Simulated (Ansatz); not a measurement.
# SnH− (singlet): from Hartree-Fock to the top rungs at distance Sn1–H2 = 2.494 Å, def2-SVPD

An exercise on one series of results from a longer session: the logs are not shown, and one member is left open.

The runs use Ansatz 0.2.0, Gaussian basis; def2-SVPD, core rule «outside noble gas», up to 9 orbitals frozen.

To be run: UHF; CCSD(T) on RHF; CCSD(T) on UHF; BCCD(T) on RHF; CISD; CCSDT(Q) on RHF; CCSDT(Q) on UHF; CASSCF and MRCISD+Q, 2 electrons in 2 orbitals; CASSCF and NEVPT2, 2 electrons in 2 orbitals; CASSCF and MRCISD+Q, 6 electrons in 5 orbitals; CASSCF and NEVPT4(SD), 6 electrons in 5 orbitals; CASSCF and NEVPT2, 6 electrons in 5 orbitals; Full CI.

19 further runs of the same task are left out: 11 that didn't finish, 8 set aside as unsound or not needed. Runs told in other sessions of the task aren't counted.

## The system

The geometry derives from a PBE0/def2-TZVPD stationary point (not a proven minimum). One bond is set to the value named and the two fragments are kept rigid. No spin-orbit coupling is included. Elements past krypton take def2 core potentials.

2 atoms, charge -1, spin multiplicity 1.

Atoms are counted from 1 here; the program's logs count them from 0.

No contacts short enough for the rule that draws bonds.

The first run:

The input, in.yaml:

```yaml
crystal:
  periodic: [false, false, false]
  atoms:
    - {symbol: Sn, position_ang: [0.000000, 0.000000, 0.000000]}
    - {symbol: H, position_ang: [0.000000, 0.000000, 2.494000]}
basis:
  gaussian: {orbitals: def2-SVPD}
total_charge: -1
magnetization: {spin_polarized: true, initial_magnetization: 0}
hamiltonian: {xc: hf}
output: {orbitals: {seedname: orbitals}}
```

Run with:

```bash
$ ansatz run in.yaml --threads 1 --pin off --events-out ev --progress --plain --max-ram 2393MiB
```

Steps of the session up to this table: UHF; CCSD(T) on RHF; CCSD(T) on UHF; BCCD(T) on RHF; CISD; CCSDT(Q) on RHF; CCSDT(Q) on UHF; CASSCF and MRCISD+Q, 2 electrons in 2 orbitals; CASSCF and NEVPT2, 2 electrons in 2 orbitals; CASSCF and MRCISD+Q, 6 electrons in 5 orbitals; CASSCF and NEVPT4(SD), 6 electrons in 5 orbitals; CASSCF and NEVPT2, 6 electrons in 5 orbitals; Full CI.

One table of the session follows, with a row left open; its other results are not shown here.

| method | from FCI (meV) |
| --- | --- |
| RHF | ? |
| RMP2 | +1104.0 |
| CISD | +510.5 |
| RCCSD | +282.9 |
| RCCSD(T) | +138.3 |
| BCCD(T) | +139.1 |
| RCCSDT | +17.6 |
| RCCSDT(Q) | -4.0 |
| CASSCF valence | +2094.9 |
| NEVPT2 valence | +611.1 |
| NEVPT4(SD) valence | +77.0 |
| MRCISD valence | +123.3 |
| MRCISD+Q valence | -22.0 |
| FCI | 0 |

Estimate the missing values for RHF.

The run gave: from FCI (meV): +3211.4. In the column «from FCI (meV)» it is the highest.

Left out of the table: CASSCF pair, NEVPT2 pair, MRCISD pair, MRCISD+Q pair (the active space lost an orbital or holds another state than full CI finds).

To keep in mind: The report flags that the cluster equations may have other roots. Left out of the table: UHF, UMP2, UCCSD, UCCSD(T), UCCSDT, UCCSDT(Q) (another determinant or state than the rows shown). The program flags RCCSDT(Q) as in doubt, so those rows may rest on another solution. RCCSDT(Q), MRCISD+Q valence fall below full CI, which methods that aren't variational can do. Warnings in the runs' records: passed over end.
